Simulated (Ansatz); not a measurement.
# C2H6OSSi: basis-set convergence

One table from this session's results is given with a row withheld; the runs are named, their logs left out.

Program: Ansatz 0.2.0, Gaussian basis. Level of theory: one geometry, several basis sets. These are calculated values, not measurements.

Levels to be run: PBE0-D4/def2-SVP; ωB97M-V/def2-SVP; PBE0-D4/def2-QZVPP; ωB97M-V/def2-QZVPP; the functionals' def2-TZVPP values are taken from earlier runs.

## The relaxed structure

The geometry comes from an earlier relaxation with PBE0-D4 in a triple-zeta def2 set; it is a stationary point, not always the lowest conformer.

SMILES `CC(=S)[SiH2]O`, 11 atoms, charge 0, spin multiplicity 1.

Atoms are counted from 1 here; the program's logs count them from 0.

Bond lengths: C1–C2 1.487 Å, C1–H6 1.096 Å, C1–H7 1.090 Å, C1–H8 1.096 Å, C2–S3 1.622 Å, C2–Si4 1.897 Å, Si4–O5 1.633 Å, Si4–H9 1.487 Å, Si4–H10 1.487 Å, O5–H11 0.969 Å. Angles: C2–C1–H6 109.8°, C2–C1–H7 112.2°, C2–C1–H8 109.7°, H6–C1–H7 109.5°, H6–C1–H8 105.9°, H7–C1–H8 109.5°, C1–C2–S3 123.3°, C1–C2–Si4 119.9°, S3–C2–Si4 116.9°, C2–Si4–O5 108.6°, C2–Si4–H9 108.2°, C2–Si4–H10 108.2°, O5–Si4–H9 111.5°, O5–Si4–H10 111.5°, H9–Si4–H10 108.7°, Si4–O5–H11 111.3°.

The first run:

in.yaml reads:

```yaml
crystal:
  periodic: [false, false, false]
  atoms:
    - {symbol: C, position_ang: [0.193648, -0.543767, 1.607983]}
    - {symbol: C, position_ang: [0.135054, -0.614148, 0.123631]}
    - {symbol: S, position_ang: [0.370355, -1.984248, -0.712249]}
    - {symbol: Si, position_ang: [-0.229596, 0.952319, -0.882671]}
    - {symbol: O, position_ang: [-0.235229, 0.561919, -2.468327]}
    - {symbol: H, position_ang: [0.951616, 0.186516, 1.914888]}
    - {symbol: H, position_ang: [0.416516, -1.511492, 2.058127]}
    - {symbol: H, position_ang: [-0.760092, -0.169503, 1.998445]}
    - {symbol: H, position_ang: [0.820741, 1.957805, -0.571497]}
    - {symbol: H, position_ang: [-1.546969, 1.487986, -0.448531]}
    - {symbol: H, position_ang: [-0.050644, -0.380388, -2.599098]}
basis:
  gaussian: {orbitals: def2-SVP}
hamiltonian: {xc: pbe0, dispersion: d4}
output: {orbitals: {seedname: orbitals}}
```

Steps of the session up to this table: PBE0-D4 in def2-SVP; ωB97M-V in def2-SVP; PBE0-D4 in def2-QZVPP; ωB97M-V in def2-QZVPP.

One of the session's tables, all rows but one given; the rest of the session is left out.

It belongs to the step «Functionals by basis». 

```
functional       basis  HOMO (eV)  LUMO (eV)
   PBE0-D4    def2-SVP      -6.68      -2.52
   PBE0-D4  def2-TZVPP          ?          ?
   PBE0-D4  def2-QZVPP      -6.77      -2.68
   ωB97M-V    def2-SVP      -8.81      -0.29
   ωB97M-V  def2-TZVPP      -8.91      -0.49
   ωB97M-V  def2-QZVPP      -8.94      -0.55
```

Estimate the missing values for PBE0-D4, def2-TZVPP.

As computed: HOMO (eV): -6.75; LUMO (eV): -2.65. In the column «HOMO (eV)» it lies between PBE0-D4, def2-QZVPP (-6.77) and PBE0-D4, def2-SVP (-6.68).
